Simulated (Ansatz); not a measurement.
Consider a ladder of basis sets of CH₄ClSn, SMILES [CH3][SnH][Cl] (Ansatz 0.2.0, Python API).

Contents of `ch4clsn.xyz`:
```text
7

C    -0.72490    0.57610   -0.10420
Sn    0.50530   -1.09600   -0.22450
Cl    1.32460   -1.56340    1.90770
H    -0.12120    1.50190    0.25370
H    -1.61170    0.40330    0.55930
H    -1.17350    0.86350   -1.12690
H     1.86260   -0.75360   -1.31080
```

`basis.py`
```python
# -*- coding: utf-8 -*-
from dataclasses import dataclass

import ansatz as az


@dataclass(frozen=True)
class RunConfig:
    xc: str = "b3lyp"


settings = RunConfig()


def main():
    geometry = az.Crystal.molecule_from_extxyz("ch4clsn.xyz")

    setup = (
        geometry.calculation()
        .functional(settings.xc)
        .spin("collinear", total=1)
    )

    energies = {}
    for basis in ["def2-SVP", "def2-SVPD", "def2-TZVP", "def2-TZVPP"]:
        summary = setup.basis(gaussian=basis).run(threads=1, backend="cpu").report
        size = summary["n_frozen"] + summary["n_occupied"][0] + summary["n_virtual"][0]
        energies[basis] = (summary["reference_energy_ev"] / 27.211386246, summary["free_energy_ev"] / 27.211386246)
        print(f"{basis:14s} {size:4d} orbitals  reference {energies[basis][0]:14.6f} Ha  total {energies[basis][1]:14.6f} Ha")

    last = energies["def2-TZVPP"][1]
    for basis, (_, total) in energies.items():
        print(f"{basis:14s} lies {27.211386 * (total - last):9.4f} eV above def2-TZVPP")


if __name__ == "__main__":
    main()
```

How far does the total energy move along this ladder of basis sets?

Against def2-SVP: def2-SVPD -13.2 mHa, def2-TZVP -219.1 mHa and def2-TZVPP -220.5 mHa. The last step alone is -1.36 mHa (these two sets differ little on atoms other than hydrogen). From the first set to the last the time grows from 2.4 to 5.4 s.

The output:

```console
$ python basis.py
def2-SVP         78 orbitals  reference    -714.919313 Ha  total    -714.919313 Ha
def2-SVPD       111 orbitals  reference    -714.932551 Ha  total    -714.932551 Ha
def2-TZVP       142 orbitals  reference    -715.138413 Ha  total    -715.138413 Ha
def2-TZVPP      179 orbitals  reference    -715.139776 Ha  total    -715.139776 Ha
def2-SVP       lies    5.9991 eV above def2-TZVPP
def2-SVPD      lies    5.6389 eV above def2-TZVPP
def2-TZVP      lies    0.0371 eV above def2-TZVPP
def2-TZVPP     lies    0.0000 eV above def2-TZVPP
```

Caveats:
- The drop along the ladder measures the basis error, and is no property of the molecule.
- The geometry is a force-field or estimated start, not a minimum of this method, and the last set is no limit. Much of the fall in a total is atomic energy, which cancels in bond and reaction energies.
- def2 sets replace the cores of elements past krypton by effective core potentials.
- The species is open-shell (spin multiplicity 2).
- b3lyp holds the VWN-RPA fit, as in Gaussian; the form of ORCA and Turbomole is b3lyp5.
- Timing: 16 s on 1 thread of Intel(R) Xeon(R) 6975P-C (Granite Rapids), on a shared host, peak memory 0.51 GiB.

(A comment or docstring line of the script was reworded after the run, the code is as it ran; lines on the test bed's own set-up are left out of the output.)
